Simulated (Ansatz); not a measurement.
**SVWN5/6-31G(d) (spherical functions) run of C2H9NSi (SMILES CN(C)[SiH3])**

What is the energy change on altering one bond length of C2H9NSi at SVWN5/6-31G* (spherical functions)? 

Program for the calculation: Ansatz 0.2.0.

71 further runs of the same task are left out: 71 set aside as unsound or not needed.

### Step 1. The structure to begin with

C2H9NSi has 13 atoms, charge 0, and is taken as a singlet. SMILES: `CN(C)[SiH3]`. Geometry: relaxed at PBE0-D4/def2-TZVP.

Bond lengths: C1–N2 1.442 Å, N2–C3 1.442 Å, N2–Si4 1.717 Å, C1–H5 1.101 Å, C1–H6 1.097 Å, C1–H7 1.092 Å, C3–H8 1.097 Å, C3–H9 1.101 Å, C3–H10 1.092 Å, Si4–H11 1.497 Å, Si4–H12 1.487 Å, Si4–H13 1.487 Å. Some angles: C1–N2–C3 113.7°, C1–N2–Si4 120.9°, C3–N2–Si4 120.9°, N2–C1–H5 112.8°, N2–C1–H6 110.4°, N2–C1–H7 110.5°, N2–C3–H8 110.4°, N2–C3–H9 112.8°, N2–C3–H10 110.5°, N2–Si4–H11 115.3°.

### Step 2. A single-point energy at SVWN5/6-31G(d) (spherical functions)

Contents of in.yaml:

```yaml
crystal:
  periodic: [false, false, false]
  atoms:
    - {symbol: C, position_ang: [-0.853400, 1.051500, -0.567400]}
    - {symbol: "N", position_ang: [-0.064300, 0.101400, 0.176900]}
    - {symbol: C, position_ang: [1.257300, 0.576800, 0.503700]}
    - {symbol: Si, position_ang: [-0.404400, -1.580400, 0.101900]}
    - {symbol: H, position_ang: [-0.416100, 1.292500, -1.548500]}
    - {symbol: H, position_ang: [-0.947500, 1.991500, -0.009400]}
    - {symbol: H, position_ang: [-1.860700, 0.663700, -0.735400]}
    - {symbol: H, position_ang: [1.197400, 1.509100, 1.079000]}
    - {symbol: H, position_ang: [1.870100, 0.778300, -0.388400]}
    - {symbol: H, position_ang: [1.787100, -0.156700, 1.115700]}
    - {symbol: H, position_ang: [0.068700, -2.275300, -1.137100]}
    - {symbol: H, position_ang: [-1.879700, -1.752300, 0.167000]}
    - {symbol: H, position_ang: [0.265600, -2.234700, 1.256700]}
basis:
  gaussian:
    orbitals: 6-31G_st_-spherical.json
hamiltonian:
  xc: {name: SVWN5}
output: {orbitals: {seedname: orbitals}}
accuracy: high
```

The basis set 6-31G* is read from a file made from the Basis Set Exchange's data (not shown).

Command:

```
$ ansatz run in.yaml --threads 1 --pin off --max-ram 2610MiB --events-out events.jsonl --progress --plain --runs-dir runs
```

The program printed:

```text
Warning: RAYON_NUM_THREADS=1 ignored (pool sized by the plan → 1); use --threads N
Functional definition: SVWN5
  name "SVWN5"
  exchange = slater_x
  correlation = vwn5_c
1974 factors; integrals over basis functions are off by at most 4.0e-9 eV
mean field evaluation 1: about -11512.2339 eV, gradient 6.4e1 eV
mean field evaluation 2: about -11477.9903 eV, gradient 1.3e2 eV
mean field evaluation 4: about -11522.1026 eV, gradient 9.1e0 eV
mean field evaluation 8: about -11522.2599 eV, gradient 4.2e-1 eV
mean field evaluation 16: about -11522.2605 eV, gradient 1.3e-5 eV
mean field -11522.26049750 eV, -423.4352632144 hartree, gradient 2.5e-8 eV, S^2 0.000000; 0 other end points of the search recorded, 0 dependent functions left out
reference -11522.26050090 eV, -423.4352633393 hartree; 21, 21 occupied and 57, 57 virtual orbitals, 1974 factors
Total energy: -11522.26050090 eV, -423.4352633393 hartree
```

It took 5.1 s on 1 thread of Arm Neoverse V1, shared host; peak memory 0.2 GiB.

### Step 3. The distorted shape

Contents of in.yaml:

```yaml
crystal:
  periodic: [false, false, false]
  atoms:
    - {symbol: C, position_ang: [-1.159777, 0.950758, -0.121384]}
    - {symbol: "N", position_ang: [-0.370677, 0.000658, 0.622916]}
    - {symbol: C, position_ang: [0.950923, 0.476058, 0.949716]}
    - {symbol: Si, position_ang: [-0.710777, -1.681142, 0.547916]}
    - {symbol: H, position_ang: [-0.722477, 1.191758, -1.102484]}
    - {symbol: H, position_ang: [-1.253877, 1.890758, 0.436616]}
    - {symbol: H, position_ang: [-2.167077, 0.562958, -0.289384]}
    - {symbol: H, position_ang: [0.891023, 1.408358, 1.525016]}
    - {symbol: H, position_ang: [1.870100, 0.778300, -0.388400]}
    - {symbol: H, position_ang: [1.480723, -0.257442, 1.561716]}
    - {symbol: H, position_ang: [-0.237677, -2.376042, -0.691084]}
    - {symbol: H, position_ang: [-2.186077, -1.853042, 0.613016]}
    - {symbol: H, position_ang: [-0.040777, -2.335442, 1.702716]}
basis:
  gaussian: {orbitals: 6-31G_st_-spherical.json}
hamiltonian: {xc: {name: SVWN5}}
accuracy: high
output: {orbitals: {seedname: orbitals}}
```

The basis set 6-31G* is read from a file made from the Basis Set Exchange's data (not shown).

Command:

```
$ ansatz run in.yaml --threads 1 --pin off --max-ram 2610MiB --events-out events.jsonl --progress --plain --runs-dir runs
```

The program printed:

```text
Warning: RAYON_NUM_THREADS=1 ignored (pool sized by the plan → 1); use --threads N
[... 4 set-up lines as earlier in the session ...]
1981 factors; integrals over basis functions are off by at most 4.0e-9 eV
mean field evaluation 1: about -11510.0410 eV, gradient 6.5e1 eV
mean field evaluation 2: about -11472.3232 eV, gradient 1.3e2 eV
mean field evaluation 4: about -11520.3021 eV, gradient 1.2e1 eV
mean field evaluation 8: about -11520.6030 eV, gradient 1.4e-1 eV
mean field evaluation 16: about -11520.6030 eV, gradient 6.7e-6 eV
mean field -11520.60301408 eV, -423.3743518223 hartree, gradient 7.3e-8 eV, S^2 0.000000; 0 other end points of the search recorded, 0 dependent functions left out
reference -11520.60301751 eV, -423.3743519483 hartree; 21, 21 occupied and 57, 57 virtual orbitals, 1981 factors
Total energy: -11520.60301751 eV, -423.3743519483 hartree
```

It took 5.4 s on 1 thread of Arm Neoverse V1, shared host; peak memory 0.2 GiB.

### Step 4. Results

At SVWN5/6-31G* (spherical functions):

| quantity | value |
| --- | --- |
| first shape: total energy | -423.43526 Eh |
| first shape: HOMO energy | -4.84 eV |
| first shape: LUMO energy | -0.01 eV |
| first shape: HOMO–LUMO gap | 4.83 eV |
| distorted shape: total energy | -423.37435 Eh |
| distorted shape: HOMO energy | -5.09 eV |
| distorted shape: LUMO energy | -0.57 eV |
| distorted shape: HOMO–LUMO gap | 4.52 eV |
| energy change with the C3–H9 bond stretched from 1.101 to 1.651 Å | 1.657 eV |

What this shows: With the C3–H9 bond stretched from 1.101 to 1.651 Å the energy rises by 1.66 eV (38 kcal/mol). The first shape isn't relaxed at this level, so the change isn't measured from a minimum.
